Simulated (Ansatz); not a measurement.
# Cl₂HOY: basis-set convergence

The task here is to estimate one member of a computed series from the others.

The runs use Ansatz 0.2.0, Gaussian basis; one geometry, several basis sets.

The runs, in order: PBE0-D4/def2-SVP; ωB97M-V/def2-SVP; PBE0-D4/def2-QZVPP; ωB97M-V/def2-QZVPP; the functionals' def2-TZVPP values are taken from earlier runs.

## Structure used throughout

An earlier PBE0-D4 in a triple-zeta def2 set relaxation fixed the geometry. Y takes the def2 core potential; no spin-orbit term is included.

SMILES `[OH][Y]([Cl])[Cl]`, 5 atoms, charge 0, spin multiplicity 1.

Atoms are counted from 1 here; the program's logs count them from 0.

Bond lengths: O1–Y2 1.980 Å, O1–H5 0.953 Å, Y2–Cl3 2.463 Å, Y2–Cl4 2.463 Å. Angles: Y2–O1–H5 179.9°, O1–Y2–Cl3 118.9°, O1–Y2–Cl4 118.9°, Cl3–Y2–Cl4 122.2°.

The first run:

The input, in.yaml:

```yaml
crystal:
  periodic: [false, false, false]
  atoms:
    - {symbol: O, position_ang: [-1.112164, 0.946169, 0.200259]}
    - {symbol: Y, position_ang: [0.382235, -0.324804, -0.070331]}
    - {symbol: Cl, position_ang: [2.690326, 0.458444, 0.284195]}
    - {symbol: Cl, position_ang: [-0.128769, -2.637488, -0.746061]}
    - {symbol: H, position_ang: [-1.831628, 1.557679, 0.331939]}
basis:
  gaussian: {orbitals: def2-SVP}
hamiltonian: {xc: pbe0, dispersion: d4}
output: {orbitals: {seedname: orbitals}}
```

Steps of the session up to this table: PBE0-D4 in def2-SVP; ωB97M-V in def2-SVP; PBE0-D4 in def2-QZVPP; ωB97M-V in def2-QZVPP.

One table of the session follows, with a row left open; its other results are not shown here.

It belongs to the step «Density functionals: the series». 

```
functional       basis  HOMO (eV)  LUMO (eV)
   PBE0-D4    def2-SVP      -8.55      -2.33
   PBE0-D4  def2-TZVPP      -8.70      -2.35
   PBE0-D4  def2-QZVPP      -8.73      -2.35
   ωB97M-V    def2-SVP     -10.76      -0.85
   ωB97M-V  def2-TZVPP     -10.97      -0.93
   ωB97M-V  def2-QZVPP          ?          ?
```

**Question.** Estimate the row for ωB97M-V, def2-QZVPP.

**Answer.** HOMO (eV): -11.00; LUMO (eV): -0.96. In the column «HOMO (eV)» it is the lowest.
